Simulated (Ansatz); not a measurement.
# Li6P2Rh: the cost of one run

Method: reference: DFT PBE, plane waves, PAW, scalar-relativistic, no spin polarisation, in Ansatz 0.2.0.

### Step 1. Starting point

Symmetry: P-62m, No. 189, hexagonal system. The conventional cell has a = 6.462 Å, b = 6.462 Å, c = 3.213 Å, α = 90.00°, β = 90.00°, γ = 120.00°. Around Li (site symmetry m2m) lie 2 Rh at 2.24 Å and 2 P at 2.50 Å. Li (site symmetry m2m) is surrounded by 1 Rh at 2.54 Å and 4 P at 2.56 Å and 6 Li at 2.74 to 2.85 Å. Around Rh (site symmetry -62m) lie 9 Li at 2.24 to 2.54 Å. P (site symmetry -6) is surrounded by 9 Li at 2.50 to 2.56 Å.

As a file:

```cif
data_structure
_symmetry_space_group_name_H-M 'P-62m'
_symmetry_Int_Tables_number 189
_cell_length_a 6.4618
_cell_length_b 6.4618
_cell_length_c 3.2132
_cell_angle_alpha 90.000
_cell_angle_beta 90.000
_cell_angle_gamma 120.000
_cell_volume 116.19
loop_
_atom_site_label
_atom_site_type_symbol
_atom_site_symmetry_multiplicity
_atom_site_Wyckoff_symbol
_atom_site_fract_x
_atom_site_fract_y
_atom_site_fract_z
_atom_site_occupancy
Li1 Li 3 f 0.00000 0.75800 0.00000 1
Li2 Li 3 g 0.00000 0.39320 0.50000 1
Rh1 Rh 1 b 0.00000 0.00000 0.50000 1
P1 P 2 c 0.66667 0.33333 0.00000 1
```

### Step 2. Baseline

Input file input.yaml:

```yaml
crystal:
  lattice:
    - [3.230887, 5.596058, 0.0]
    - [-3.230887, 5.596058, 0.0]
    - [0.0, 0.0, 3.213222]
  atoms:
    - { symbol: Li, position: [0.242, 0.758, 0.0] }
    - { symbol: Li, position: [0.758, 0.0, 0.0] }
    - { symbol: Li, position: [0.0, 0.242, 0.0] }
    - { symbol: Li, position: [0.6068, 0.3932, 0.5] }
    - { symbol: Li, position: [0.3932, 0.0, 0.5] }
    - { symbol: Li, position: [0.0, 0.6068, 0.5] }
    - { symbol: Rh, position: [0.0, 0.0, 0.5] }
    - { symbol: P, position: [0.3333, 0.3334, 0.0] }
    - { symbol: P, position: [0.6667, 0.6666, 0.0] }
  symmetry: { tolerance: 0.0003 }
kpoints:
  mp_grid: { grid: [3, 3, 6], shift: [0, 0, 0] }
magnetization:
  spin_polarized: false
scf:
  occupations: { method: fermi_dirac }
hamiltonian:
  pseudopotentials: { kind: paw }
  xc: pbe
basis:
  ecutwfc: 420
output:
  forces: true
  stress: true
  eigenvalues: true
```

Run with:

```bash
ansatz run input.yaml --threads 1 --pin off --max-ram 2560MiB --backend cpu --events-out ev --progress --plain --runs-dir out
```

Q: Estimate wall time and peak memory on 1 thread of Arm Neoverse V2, shared host.

About 3.9 s, with a peak of 0.33 GiB.
